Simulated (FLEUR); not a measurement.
# Ti3Se (P-6m2) in FLEUR: notebook

One crystal, Ti3Se, is run at these levels: PBEsol+U; tasks: single point.

Everything below comes from runs of FLEUR MaX-R8.1 (later development tree). Logs are shortened: lines on timing, memory, paths and dates and some standing lists are left out, and cuts for length are marked.

## 1. Starting point

The structure is hexagonal, space group P-6m2 (No. 187). Conventional cell: a = 3.197 Å, b = 3.197 Å, c = 7.943 Å, α = 90.00°, β = 90.00°, γ = 120.00°. Around Se (site symmetry -6m2) lie 6 Ti at 2.58 Å. Around Ti (site symmetry -6m2) lie 12 Ti at 2.85 to 3.20 Å. Ti (site symmetry 3m) has 3 Se at 2.58 Å and 3 Ti at 2.85 Å as nearest neighbours.

The cell comes from a database or a generator and needn't be the stable form of this composition.

## 2. Single point, PBEsol+U

inp.xml reads:

```xml
<?xml version="1.0" encoding="UTF-8" standalone="no"?>
<fleurInput fleurInputVersion="0.39">
   <comment>
      Ti3Se                                                                                               
   </comment>
   <calculationSetup>
      <cutoffs Kmax="4.38" Gmax="13.6" GmaxXC="13.6" numbands="0"/>
      <scfLoop itmax="100" minDistance="0.0002" maxIterBroyd="50" imix="Anderson" alpha="0.05" precondParam="0.0" spinf="2.0" sdNocoIR="T"/>
      <coreElectrons ctail="T" frcor="F" kcrel="0" coretail_lmax="0"/>
      <xcFunctional name="PBEs" relativisticCorrections="F"/>
      <magnetism jspins="1"/>
      <soc l_soc="F" theta="0.0" phi="0.0" spav="F"/>
      <expertModes spex="0" secvar="F"/>
      <geometryOptimization l_f="F" forcealpha="1.0" forcemix="BFGS" epsdisp="0.00001" epsforce="0.00001"/>
      <ldaU l_linMix="F" mixParam="0.05" spinf="1.0"/>
   </calculationSetup>
   <cell>
      <bzIntegration valenceElectrons="52.0" mode="hist" fermiSmearingEnergy="0.00183747">
         <kPointListSelection listName="default-1"/>
         <!-- k-points included here -->
         <xi:include xmlns:xi="http://www.w3.org/2001/XInclude" href="kpts.xml"> </xi:include>
      </bzIntegration>
      <!-- symmetry operations included here -->
      <xi:include xmlns:xi="http://www.w3.org/2001/XInclude" href="sym.xml"> </xi:include>
      <bulkLattice scale="1.0">
         <bravaisMatrix>
            <row-1>    6.0422964800396501     0.0000000000000000     0.0000000000000000</row-1>
            <row-2>   -3.0211482400198251     5.2327822489502820     0.0000000000000000</row-2>
            <row-3>    0.0000000000000000     0.0000000000000000    15.0096127275360267</row-3>
         </bravaisMatrix>
      </bulkLattice>
   </cell>
   <atomSpecies>
      <species name="Selenium (Se)" element="Se" atomicNumber="34">
[... 18 lines left out ...]
            <coreConfig>(1s1/2) (2s1/2) (2p1/2) (2p3/2)</coreConfig>
            <valenceConfig>(3s1/2) (3p1/2) (3p3/2) (4s1/2) (3d3/2) (3d5/2)</valenceConfig>
            <stateOccupation state="(3d3/2)" spinUp="0.400000" spinDown="0.400000"/>
            <stateOccupation state="(3d5/2)" spinUp="0.600000" spinDown="0.600000"/>
         </electronConfig>
         <energyParameters s="4" p="4" d="3" f="4"/>
         <ldaU l="2" U="3" J="0.0" l_amf="F"/>
         <lo type="SCLO" l="0" n="3" eDeriv="0"/>
         <lo type="SCLO" l="1" n="3" eDeriv="0"/>
         <lo type="SCLO" l="1" n="3" eDeriv="1"/>
         <lo type="SCLO" l="3" n="4" eDeriv="2"/>
      </species>
   </atomSpecies>
   <atomGroups>
      <atomGroup species="Selenium (Se)">
         <relPos label="                   1">.0000000000 .0000000000 .0000000000</relPos>
         <force calculate="T" relaxXYZ="TTT"/>
      </atomGroup>
      <atomGroup species="Titanium (Ti)">
         <relPos label="                   2">-1.000/3.000 1.000/3.000 1.000/2.000</relPos>
         <force calculate="T" relaxXYZ="TTT"/>
      </atomGroup>
      <atomGroup species="Titanium (Ti)">
         <relPos label="                   3">1.000/3.000 -1.000/3.000 -.2270980000</relPos>
         <relPos label="                   4">1.000/3.000 -1.000/3.000 .2270980000</relPos>
         <force calculate="T" relaxXYZ="TTT"/>
      </atomGroup>
   </atomGroups>
   <output dos="F" band="F" slice="F">
      <checks vchk="F" cdinf="F"/>
      <bandDOS minEnergy="-.5*Htr" maxEnergy="0.5*Htr" sigma="0.015" storeEVData="T"/>
      <vacuumDOS vacdos="F" integ="F" star="F" nstars="0" locx1="0.0" locy1="0.0" locx2="0.0" locy2="0.0" nstm="0" tworkf="0.0"/>
      <unfoldingBand unfoldBand="F" supercellX="1" supercellY="1" supercellZ="1"/>
      <plotting iplot="0" polar="F">
         <plot TwoD="T" vec1="  1.0  0.0  0.0" vec2="  0.0  1.0  0.0" vec3="  0.0  0.0  1.0" zero="  0.0  0.0  0.0" file="plot"/>
      </plotting>
      <chargeDensitySlicing numkpt="0" minEigenval="0.0" maxEigenval="0.0" nnne="0" pallst="F"/>
      <specialOutput eonly="F"/>
      <moessbauerParams electricFieldGradient="T" isomerShift="T" coreHyperfine="T" valenceHyperfine="T"/>
      <magneticCircularDichroism mcd="F" energyLo="-10.0" energyUp="0.0"/>
   </output>
  <!-- We include the file relax.xml here to enable relaxations (see documentation) -->
  <xi:include xmlns:xi="http://www.w3.org/2001/XInclude" href="relax.xml"> <xi:fallback/> </xi:include>
</fleurInput>
```

crystal.txt reads:

```
Ti3Se
&input cartesian=F /
3.1974455988  0.0000000000  0.0000000000
-1.5987227994  2.7690691158  0.0000000000
0.0000000000  0.0000000000  7.9427450000
1.8897261246
1.0 1.0 1.0

4
34 0.0000000000  0.0000000000  0.0000000000
22 0.6666666667  0.3333333333  0.5000000000
22 0.3333333333  0.6666666667  0.7729020000
22 0.3333333333  0.6666666667  0.2270980000

&kpt div1=8 div2=8 div3=3 gamma=T /
```

Potentials or basis: all-electron, FLAPW.

Run with:

```console
> inpgen -f crystal.txt -profile fastHighL
> # inp.xml edited to the form shown
> fleur_MPI
```

Log:

```text
Welcome to FLEUR        (www.flapw.de)
      MaX-Release 8.1          (www.max-centre.eu)

 ========== k-point set info ==========
 Selected k-point list: default-1
 k-point list type: mesh
 8 x 8 x 3
 Number of k points: 20

 ------------Calculation Setup---------------------------
 Number of MPI-tasks      :            1
 Number of PE/node        :            1
 Number of OMP-threads    :            1
 Most efficient MPI parallelization for:
           1           2           4           5          10          20
 Additional eigenvalue parallelization possible
 Number of basis functions:          799
 Approximate size of matrices (H+S) per k-point:         0.019 GB
 --------------------------------------------------------
 no density matrix found ... skipping LDA+U
 Reset of history
 Iteration:     1   Distance:       7.10435129 me/bohr^3
 Iteration:     2   Distance:       8.95396546 me/bohr^3
 Iteration:     3   Distance:       7.93244596 me/bohr^3
 Iteration:     4   Distance:       3.45459732 me/bohr^3
 Iteration:     5   Distance:       3.07992601 me/bohr^3
 Iteration:     6   Distance:       2.25021979 me/bohr^3
 Iteration:     7   Distance:       1.56541256 me/bohr^3
 Iteration:     8   Distance:       0.54833606 me/bohr^3
 Iteration:     9   Distance:       0.57992672 me/bohr^3
 Iteration:    10   Distance:       0.19428004 me/bohr^3
 Iteration:    11   Distance:       0.21461520 me/bohr^3
 Iteration:    12   Distance:       0.02849421 me/bohr^3
 Iteration:    13   Distance:       0.03344724 me/bohr^3
 Iteration:    14   Distance:       0.01867837 me/bohr^3
 Iteration:    15   Distance:       0.00450773 me/bohr^3
 Iteration:    16   Distance:       0.00264736 me/bohr^3
 Iteration:    17   Distance:       0.00104020 me/bohr^3
 Iteration:    18   Distance:       0.00105024 me/bohr^3
 Iteration:    19   Distance:       0.00029052 me/bohr^3
 Iteration:    20   Distance:       0.00008649 me/bohr^3

 ********************************************************************
 Run finished successfully
 Stop message:
   all done
 ********************************************************************
```

Wall time 3.3 min (1 thread of Arm Neoverse V2, shared host); peak memory 0.1 GiB.

What came out:

```yaml
Free_energy: -135704.4363 eV
Band_gap_on_the_k_mesh: none (metal or under the smearing width)
Valence_electrons_inside_the_program's_atomic_spheres: Se 14.22; Ti 9.86, 9.94 (radii Se 2.24, Ti 2.24 bohr)
```

Levels at points of the mesh, in eV from the Fermi level:
```
           k point  band 24  band 25  band 26  band 27  band 28  band 29
(0.00, 0.00, 0.00)    -0.47     0.16     0.16     0.38     0.38     0.81
(0.00, 0.50, 0.00)    -1.68    -0.95    -0.63     0.26     0.71     0.80
```

Eigenvalues of the final occupation matrices:
| site | spin | trace | eigenvalues |
| --- | --- | --- | --- |
| atom type 2 | 1 | 1.60 | 0.30 0.30 0.33 0.33 0.36 |
| atom type 3 | 1 | 1.69 | 0.27 0.27 0.37 0.39 0.39 |

Core levels (eV from the Fermi level):
| atom | levels |
| --- | --- |
| 1 Se | 1s1/2 -12486.5, 2s1/2 -1600.6, 2p1/2 -1435.7, 2p3/2 -1394.0, 3s1/2 -208.4, 3p1/2 -152.1, 3p3/2 -146.2 |
| 2 Ti | 1s1/2 -4857.3, 2s1/2 -531.6, 2p1/2 -443.2, 2p3/2 -437.4 |
| 3 Ti | 1s1/2 -4857.5, 2s1/2 -531.8, 2p1/2 -443.3, 2p3/2 -437.5 |
| 4 Ti | 1s1/2 -4857.5, 2s1/2 -531.8, 2p1/2 -443.3, 2p3/2 -437.5 |

Caveat: U without spin polarisation on a metal has little footing.

## 3. Single point, PBEsol+U

Changes to inp.xml since step 2:

```diff
@@ -58,3 +58,3 @@
          <energyParameters s="4" p="4" d="3" f="4"/>
-         <ldaU l="2" U="3" J="0.0" l_amf="F"/>
+         <ldaU l="2" U="4" J="0.0" l_amf="F"/>
          <lo type="SCLO" l="0" n="3" eDeriv="0"/>
```

crystal.txt is that of step 2.

Potentials or basis: all-electron, FLAPW.

Run with:

```console
> inpgen -f crystal.txt -profile fastHighL
> # inp.xml edited to the form shown
> fleur_MPI
```

It took 3.5 min on 1 thread of Arm Neoverse V2, shared host; peak memory 0.1 GiB.

Results (log left out):

```
Free energy                                           : -135702.3867 eV
Band gap on the k mesh                                : none (metal or under the smearing width)
Valence electrons inside the program's atomic spheres : Se 14.23; Ti 9.84, 9.91 (radii Se 2.24, Ti 2.24 bohr)
```

Levels at points of the mesh, in eV from the Fermi level:
```tsv
k point	band 24	band 25	band 26	band 27	band 28	band 29
(0.00, 0.00, 0.00)	-0.59	0.16	0.16	0.42	0.42	0.79
(0.00, 0.50, 0.00)	-1.71	-1.05	-0.69	0.29	0.69	0.80
```

Eigenvalues of the final occupation matrices:
```csv
site,spin,trace,eigenvalues
atom type 2,1,1.57,0.29 0.29 0.32 0.32 0.35
atom type 3,1,1.66,0.26 0.26 0.36 0.39 0.39
```

Core levels (eV from the Fermi level):
```tsv
atom	levels
1 Se	1s1/2 -12486.5, 2s1/2 -1600.6, 2p1/2 -1435.8, 2p3/2 -1394.1, 3s1/2 -208.5, 3p1/2 -152.1, 3p3/2 -146.3
2 Ti	1s1/2 -4857.7, 2s1/2 -532.0, 2p1/2 -443.5, 2p3/2 -437.8
3 Ti	1s1/2 -4857.8, 2s1/2 -532.1, 2p1/2 -443.6, 2p3/2 -437.9
4 Ti	1s1/2 -4857.8, 2s1/2 -532.1, 2p1/2 -443.6, 2p3/2 -437.9
```

Caveat: U without spin polarisation on a metal has little footing.

## 4. Single point, PBEsol+U

Changes to inp.xml since step 3:

```diff
@@ -58,3 +58,3 @@
          <energyParameters s="4" p="4" d="3" f="4"/>
-         <ldaU l="2" U="4" J="0.0" l_amf="F"/>
+         <ldaU l="2" U="5" J="0.0" l_amf="F"/>
          <lo type="SCLO" l="0" n="3" eDeriv="0"/>
```

crystal.txt is that of step 3.

Run with:

```console
> inpgen -f crystal.txt -profile fastHighL
> # inp.xml edited to the form shown
> fleur_MPI
```

Wall time 3.7 min (1 thread of Arm Neoverse V2, shared host); peak memory 0.1 GiB.

The run converged. Its results:

```yaml
Free_energy: -135700.3722 eV
Band_gap_on_the_k_mesh: none (metal or under the smearing width)
Valence_electrons_inside_the_program's_atomic_spheres: Se 14.24; Ti 9.81, 9.89 (radii Se 2.24, Ti 2.24 bohr)
```

Levels at points of the mesh, in eV from the Fermi level:
```
           k point  band 24  band 25  band 26  band 27  band 28  band 29
(0.00, 0.00, 0.00)    -0.71     0.16     0.16     0.46     0.46     0.77
(0.00, 0.50, 0.00)    -1.75    -1.15    -0.76     0.32     0.67     0.81
```

Eigenvalues of the final occupation matrices:
```csv
site,spin,trace,eigenvalues
atom type 2,1,1.53,0.28 0.28 0.32 0.32 0.34
atom type 3,1,1.62,0.25 0.25 0.36 0.38 0.38
```

Core levels (eV from the Fermi level):
```
atom                                                                                                 levels
1 Se  1s1/2 -12486.6, 2s1/2 -1600.6, 2p1/2 -1435.8, 2p3/2 -1394.1, 3s1/2 -208.5, 3p1/2 -152.2, 3p3/2 -146.3
2 Ti                                                1s1/2 -4858.0, 2s1/2 -532.4, 2p1/2 -443.9, 2p3/2 -438.1
3 Ti                                                1s1/2 -4858.2, 2s1/2 -532.5, 2p1/2 -444.0, 2p3/2 -438.3
4 Ti                                                1s1/2 -4858.2, 2s1/2 -532.5, 2p1/2 -444.0, 2p3/2 -438.3
```

Caveat: U without spin polarisation on a metal has little footing.

## 5. Single point, PBEsol+U

Changes to inp.xml since step 4:

```diff
@@ -58,3 +58,3 @@
          <energyParameters s="4" p="4" d="3" f="4"/>
-         <ldaU l="2" U="5" J="0.0" l_amf="F"/>
+         <ldaU l="2" U="6" J="0.0" l_amf="F"/>
          <lo type="SCLO" l="0" n="3" eDeriv="0"/>
```

crystal.txt is that of step 4.

Potentials or basis: all-electron, FLAPW.

Run with:

```console
> inpgen -f crystal.txt -profile fastHighL
> # inp.xml edited to the form shown
> fleur_MPI
```

Log:

```text
Welcome to FLEUR        (www.flapw.de)
      MaX-Release 8.1          (www.max-centre.eu)

 ========== k-point set info ==========
 Selected k-point list: default-1
 k-point list type: mesh
 8 x 8 x 3
 Number of k points: 20

 ------------Calculation Setup---------------------------
 Number of MPI-tasks      :            1
 Number of PE/node        :            1
 Number of OMP-threads    :            1
 Most efficient MPI parallelization for:
           1           2           4           5          10          20
 Additional eigenvalue parallelization possible
 Number of basis functions:          799
 Approximate size of matrices (H+S) per k-point:         0.019 GB
 --------------------------------------------------------
 no density matrix found ... skipping LDA+U
 Reset of history
 Iteration:     1   Distance:       7.10435129 me/bohr^3
 Iteration:     2   Distance:      11.47610839 me/bohr^3
 Iteration:     3   Distance:      10.15656857 me/bohr^3
 Iteration:     4   Distance:       4.24723338 me/bohr^3
 Iteration:     5   Distance:       5.81762481 me/bohr^3
 Iteration:     6   Distance:       4.27269044 me/bohr^3
 Iteration:     7   Distance:       2.68456913 me/bohr^3
 Iteration:     8   Distance:       1.66757976 me/bohr^3
 Iteration:     9   Distance:       0.84600827 me/bohr^3
 Iteration:    10   Distance:       0.91001847 me/bohr^3
 Iteration:    11   Distance:       0.41871668 me/bohr^3
 Iteration:    12   Distance:       0.29298938 me/bohr^3
 Iteration:    13   Distance:       0.04930674 me/bohr^3
 Iteration:    14   Distance:       0.05585248 me/bohr^3
 Iteration:    15   Distance:       0.03722883 me/bohr^3
 Iteration:    16   Distance:       0.03383816 me/bohr^3
 Iteration:    17   Distance:       0.03343840 me/bohr^3
 Iteration:    18   Distance:       0.00847225 me/bohr^3
 Iteration:    19   Distance:       0.00654721 me/bohr^3
 Iteration:    20   Distance:       0.00243839 me/bohr^3
 Iteration:    21   Distance:       0.00194482 me/bohr^3
 Iteration:    22   Distance:       0.00044296 me/bohr^3
 Iteration:    23   Distance:       0.00015683 me/bohr^3

 ********************************************************************
 Run finished successfully
 Stop message:
   all done
 ********************************************************************
```

Wall time 3.9 min (1 thread of Arm Neoverse V2, shared host); peak memory 0.1 GiB.

Results:

```
Free energy                                           : -135698.3933 eV
Band gap on the k mesh                                : none (metal or under the smearing width)
Valence electrons inside the program's atomic spheres : Se 14.25; Ti 9.79, 9.86 (radii Se 2.24, Ti 2.24 bohr)
```

Eigenvalues of the final occupation matrices:
```csv
site,spin,trace,eigenvalues
atom type 2,1,1.50,0.27 0.27 0.31 0.31 0.33
atom type 3,1,1.59,0.24 0.24 0.35 0.38 0.38
```

Core levels (eV from the Fermi level):
```tsv
atom	levels
1 Se	1s1/2 -12486.6, 2s1/2 -1600.7, 2p1/2 -1435.8, 2p3/2 -1394.1, 3s1/2 -208.5, 3p1/2 -152.2, 3p3/2 -146.3
2 Ti	1s1/2 -4858.3, 2s1/2 -532.8, 2p1/2 -444.3, 2p3/2 -438.5
3 Ti	1s1/2 -4858.5, 2s1/2 -532.9, 2p1/2 -444.4, 2p3/2 -438.6
4 Ti	1s1/2 -4858.5, 2s1/2 -532.9, 2p1/2 -444.4, 2p3/2 -438.6
```

Caveat: U without spin polarisation on a metal has little footing.

## 6. Summary

| U | gap on the mesh (eV) |
| --- | --- |
| Ti d U = 3 eV | none |
| Ti d U = 4 eV | none |
| Ti d U = 5 eV | none |
| Ti d U = 6 eV | none |

Alike in all rows: task single point; level PBEsol+U; potentials or basis all-electron, FLAPW; no spin polarisation; cell as given; k mesh 8 × 8 × 3; smearing fermi-dirac 0.05 eV; kmax 4.38 1/bohr.

Every run on the cell as given and a fine mesh finds a metal.

Caveats: U without spin polarisation on a metal has little footing.

Compare energies only between runs with the same functional and basis.
